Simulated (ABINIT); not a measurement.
The system is InSb3.

```
Sb In
1.0
     4.80637    0.00000    0.00000
     0.00000    4.80637    0.00000
     0.00000    0.00000    4.80637
Sb In
3 1
Cartesian
  2.4032 2.4032 0.0000
  0.0000 2.4032 2.4032
  2.4032 0.0000 2.4032
  0.0000 0.0000 0.0000
```

The cell comes from a database or a generator and needn't be the stable form of this composition.

Base run:

| Property | Result |
| --- | --- |
| Program | ABINIT 10.8.3 (patched build) |
| Functional | PBE |
| Potentials or basis | JTH PAW PBE v2.0 |
| Cutoff | 599 eV |
| k mesh | 6 × 6 × 6 |
| Occupations | fermi-dirac, width 0.05 eV |
| Spin | no spin polarisation |

Its results: band gap on the k mesh none (metal or under the smearing width); pressure 0.2 GPa.

The run is repeated on the same cell with these changes: functional from PBE to LDA; potentials or basis from JTH PAW PBE v2.0 to JTH PAW LDA v2.0. What comes out?

Band gap on the k mesh none (metal or under the smearing width); pressure -3.8 GPa.

Not every run made on this cell is shown here.
